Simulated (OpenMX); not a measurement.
GaGe:

```xyz
2
Lattice="0.0000 2.8978 2.8978 2.8978 0.0000 2.8978 2.8978 2.8978 0.0000" Properties=species:S:1:pos:R:3 pbc="T T T"
Ge    0.0000    0.0000    0.0000
Ga    1.4489    1.4489    1.4489
```

The cell comes from a database or a generator and needn't be the stable form of this composition.

| Property | Result |
| --- | --- |
| Program | OpenMX 3.8.5 |
| Task | single point |
| Functional | PBE |
| Potentials or basis | OpenMX 2013 PBE set, Ge7.0-s3p2d2, Ga7.0-s3p2d2, grid cutoff 500 Ry |
| k mesh | 9 × 9 × 9 |
| Occupations | fermi-dirac, width 0.05 eV |
| Spin | no spin polarisation |

On this cell: pressure 1.6 GPa; largest force zero by symmetry; band gap on the k mesh none (metal or under the smearing width).

The same run follows on a disturbed copy (atoms moved at random, drawn with an rms of 0.05 Å):

```
CELL_PARAMETERS angstrom
0.00000 2.89784 2.89784
2.89784 0.00000 2.89784
2.89784 2.89784 0.00000
ATOMIC_POSITIONS crystal
Ge 0.99277 0.98973 0.02535
Ga 0.23997 0.24662 0.26427
```

Task: What does the disturbed cell give?

Result: The energy (extrapolated to zero smearing) moves by +1.6 meV/atom; pressure 1.7 GPa; largest force 0.165 eV/Å; band gap on the k mesh none (metal or under the smearing width).

Forces on the atoms (eV/Å):
```
Ge  -0.041 -0.151  0.022
Ga   0.052  0.151 -0.041
```

The forces don't sum to zero, so they hold noise of the program's grid.

Caveats: the basis of atomic orbitals isn't converged, which shifts pressures, moduli and gaps.
